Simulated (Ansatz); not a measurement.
I need a single point from an input typed as a dict of Cs2TlCuBr6, space group Fm-3m. Use Ansatz's Python interface. Use: PBEsol, PAW, cutoff 422 eV, 3×3×3 k-points, cold smearing of 0.2 eV.

```yaml
crystal:
  lattice:
    - [0.00000, 5.53752, 5.53752]
    - [5.53752, 0.00000, 5.53752]
    - [5.53752, 5.53752, 0.00000]
  atoms:
    - { symbol: Cs, position: [0.75000, 0.75000, 0.75000] }
    - { symbol: Cs, position: [0.25000, 0.25000, 0.25000] }
    - { symbol: Tl, position: [0.00000, 0.00000, 0.00000] }
    - { symbol: Cu, position: [0.50000, 0.50000, 0.50000] }
    - { symbol: Br, position: [0.73686, 0.26314, 0.26314] }
    - { symbol: Br, position: [0.26314, 0.26314, 0.73686] }
    - { symbol: Br, position: [0.26314, 0.73686, 0.73686] }
    - { symbol: Br, position: [0.26314, 0.73686, 0.26314] }
    - { symbol: Br, position: [0.73686, 0.26314, 0.73686] }
    - { symbol: Br, position: [0.73686, 0.73686, 0.26314] }
```

`run_deck.py`:
```python
"""Cs2TlCuBr6 from an input typed as a mapping."""

import json

import ansatz as az
import numpy as np

config = {
    "crystal": {
        "lattice": [
            [0.0, 5.537517, 5.537517],
            [5.537517, 0.0, 5.537517],
            [5.537517, 5.537517, 0.0],
        ],
        "atoms": [
            {"symbol": "Cs", "position": [0.75, 0.75, 0.75]},
            {"symbol": "Cs", "position": [0.25, 0.25, 0.25]},
            {"symbol": "Tl", "position": [0.0, 0.0, 0.0]},
            {"symbol": "Cu", "position": [0.5, 0.5, 0.5]},
            {"symbol": "Br", "position": [0.73686, 0.26314, 0.26314]},
            {"symbol": "Br", "position": [0.26314, 0.26314, 0.73686]},
            {"symbol": "Br", "position": [0.26314, 0.73686, 0.73686]},
            {"symbol": "Br", "position": [0.26314, 0.73686, 0.26314]},
            {"symbol": "Br", "position": [0.73686, 0.26314, 0.73686]},
            {"symbol": "Br", "position": [0.73686, 0.73686, 0.26314]},
        ],
    },
    "kpoints": {"mp_grid": {"grid": [3, 3, 3]}},
    "hamiltonian": {"xc": "pbesol"},
    "scf": {"occupations": {"method": "cold", "width": 0.2}},
    "basis": {"ecutwfc": "31 Ry"},
    "output": {"stress": True, "eigenvalues": True},
}

planned = az.Session.from_dict(config).plan(threads=1, pin="off")
out = planned.execute()
data = out.report

energy = data["free_energy_ev"]
print("Cs2TlCuBr6: {:.6f} eV = {:.6f} Ry = {:.6f} Ha".format(energy, energy / 13.605693, energy / 27.211386))
print("Fermi level {:.4f} eV, {} k-points, {} symmetry operations".format(data["fermi_energy_ev"], data["n_kpoints"], data["n_symmetry_ops"]))

fermi = data["fermi_energy_ev"]
print("levels less the Fermi level (eV) at the first k-points")
for k, levels in list(zip(data["kpoints_frac"], data["eigenvalues_ev"]))[:6]:
    print("k = ({:.3f}, {:.3f}, {:.3f})".format(*k))
    print("   ", " ".join(f"{e - fermi:.3f}" for e in levels))

# the stress is positive in compression
stress = np.array(data["stress_gpa"])
print(f"pressure {np.trace(stress) / 3:.3f} GPa")
print("stress tensor, GPa, positive in compression")
print(np.round(stress, 3) + 0.0)

keep = ["free_energy_ev", "energy_sigma0_ev", "fermi_energy_ev", "n_iterations", "converged", "magnetization_mub", "n_kpoints"]
with open("cs2tlcubr6.json", "w") as handle:
    json.dump({key: data[key] for key in keep}, handle, indent=1)
```

`python run_deck.py` gives:
```text
Cs2TlCuBr6: -45484.963308 eV = -3343.083172 Ry = -1671.541586 Ha
Fermi level 3.4913 eV, 4 k-points, 48 symmetry operations
levels less the Fermi level (eV) at the first k-points
k = (0.000, 0.000, 0.000)
    -111.222 -68.763 -68.763 -68.763 -20.006 -19.997 -14.028 -13.579 -13.579 -13.579 -13.493 -13.493 -10.309 -10.309 -10.309 -10.295 -10.295 -6.920 -6.920 -6.920 -6.839 -6.839 -6.839 -6.200 -3.200 -3.200 -3.200 -2.586 -2.586 -2.426 -2.426 -2.426 -1.660 -1.175 -1.175 -1.175 -1.164 -1.164 -1.164 -0.853 -0.853 -0.853 -0.482 -0.482 -0.482 0.147 0.147 4.179 4.179 4.179 4.369 5.078 5.078 5.850
k = (0.000, 0.000, 0.333)
    -111.222 -68.763 -68.763 -68.763 -20.003 -19.999 -13.941 -13.695 -13.598 -13.598 -13.474 -13.474 -10.309 -10.309 -10.308 -10.306 -10.306 -6.880 -6.880 -6.838 -6.838 -6.831 -6.792 -5.849 -4.056 -3.106 -3.106 -2.500 -2.414 -2.414 -2.372 -2.372 -1.933 -1.441 -1.441 -1.198 -1.095 -1.095 -1.026 -0.903 -0.903 -0.812 -0.812 -0.653 -0.236 -0.236 -0.053 3.401 5.213 5.264 5.264 5.708 5.708 5.793
k = (0.000, 0.333, 0.333)
    -111.222 -68.763 -68.763 -68.763 -20.003 -19.999 -13.944 -13.658 -13.586 -13.586 -13.524 -13.490 -10.329 -10.308 -10.308 -10.308 -10.295 -6.868 -6.868 -6.816 -6.813 -6.813 -6.807 -5.795 -3.699 -3.123 -3.123 -2.627 -2.621 -2.588 -2.314 -2.314 -1.860 -1.409 -1.405 -1.405 -1.323 -1.257 -1.087 -1.087 -0.961 -0.961 -0.920 -0.920 -0.497 0.142 0.824 4.623 4.817 4.817 5.494 5.921 5.996 6.095
k = (0.000, 0.333, -0.333)
    -111.222 -68.763 -68.763 -68.763 -20.001 -20.001 -13.891 -13.729 -13.601 -13.586 -13.519 -13.473 -10.325 -10.308 -10.308 -10.308 -10.306 -6.845 -6.834 -6.825 -6.815 -6.799 -6.793 -5.626 -4.099 -3.065 -2.978 -2.700 -2.533 -2.439 -2.389 -2.316 -1.862 -1.615 -1.467 -1.427 -1.412 -1.248 -1.029 -1.017 -0.948 -0.933 -0.874 -0.843 -0.758 -0.209 1.081 3.869 5.327 5.779 6.114 6.235 6.275 6.567
pressure -1.926 GPa
stress tensor, GPa, positive in compression
[[-1.926  0.     0.   ]
 [ 0.    -1.926  0.   ]
 [ 0.     0.    -1.926]]
```

`cs2tlcubr6.json`, as written:
```json
{
 "free_energy_ev": -45484.963308008664,
 "energy_sigma0_ev": -45484.97516024425,
 "fermi_energy_ev": 3.491272930289456,
 "n_iterations": 9,
 "converged": true,
 "magnetization_mub": 0.0,
 "n_kpoints": 4
}
```

What to keep in mind:
- These settings explore the input space; cutoff and mesh may be short of convergence.
- The run is spin-unpolarised.
- The computed bands are complete only to about 5.8 eV above the Fermi level.
- For a metal this k-point mesh is coarse: on a finer one energies can move by several to tens of meV an atom and pressures by half a GPa or more, differences at one mesh by less.
- An absolute Fermi energy rests on an arbitrary zero of the periodic potential and has no direct meaning.
- Without a Hubbard U or exact exchange, semilocal functionals often make such 3d compounds metallic or too weakly gapped.
- This cell is a computed structure, which may not be the phase found in nature.
- Levels are Kohn-Sham eigenvalues on this mesh, without spin-orbit coupling.
- Wall time of the script: 6 s on 1 thread of Arm Neoverse V2, with other jobs on the host, peak memory 0.64 GiB.

(Lines on the test bed's own set-up are left out of the output.)
